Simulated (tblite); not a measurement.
# CH12BNSi3: the cost of one run

The runs use tblite 0.8.0 and PySCF 2.14.0, with density-fitted response routines of our own; the level of theory stands in each step. All values are computed, except where a source is named. Atoms count from 0, in the outputs and in this text.

## (1) The starting structure

18 atoms, charge 0, multiplicity 1; geometry from: force field or distance geometry start.

Bonds of the start (Å): C0–Si1 1.85, Si1–B2 1.91, B2–N3 1.53, Si1–Si4 2.24, Si4–Si5 2.23, C0–H6 1.12, C0–H7 1.12, C0–H8 1.11, Si1–H9 1.49, B2–H10 1.18, N3–H11 1.06, N3–H12 1.04, Si4–H13 1.47, Si4–H14 1.48, Si5–H15 1.46, Si5–H16 1.47, Si5–H17 1.46.

## (2) Relaxing the molecule with GFN2-xTB

The job: settings as JSON, then the geometry in Å.

```
{"job": {"kind": "relax", "xc": "GFN2-xTB", "basis": "xTB"}, "charge": 0, "multiplicity": 1}
C     -0.148100     1.830400     0.420100
Si    -0.533200     0.043100     0.121400
B     -2.228900    -0.281300    -0.685400
N     -3.417200    -0.511400     0.248000
Si     1.182300    -0.784600    -1.050900
Si     2.971800    -0.524300     0.261800
H     -1.072800     2.458000     0.492100
H      0.339000     1.907400     1.428300
H      0.525100     2.253500    -0.361000
H     -0.493400    -0.629400     1.453800
H     -2.477100    -0.173300    -1.834900
H     -3.098000    -0.484700     1.262000
H     -3.814000    -1.467300     0.117500
H      0.972200    -2.206800    -1.339600
H      1.350300    -0.072400    -2.334800
H      3.988900    -1.544900     0.053000
H      2.487500    -0.643200     1.646400
H      3.456600     0.837500     0.090600
```

On the command line:

```console
> OMP_NUM_THREADS=1 python probes_run.py task.json out
```

One launch serves the whole session: the jobs run in the order shown.

**Question.** How long does this first job take on 1 thread of Arm Neoverse V1, shared host, and how much memory does it need?

About 1.4 s, with a peak of 0.18 GiB.
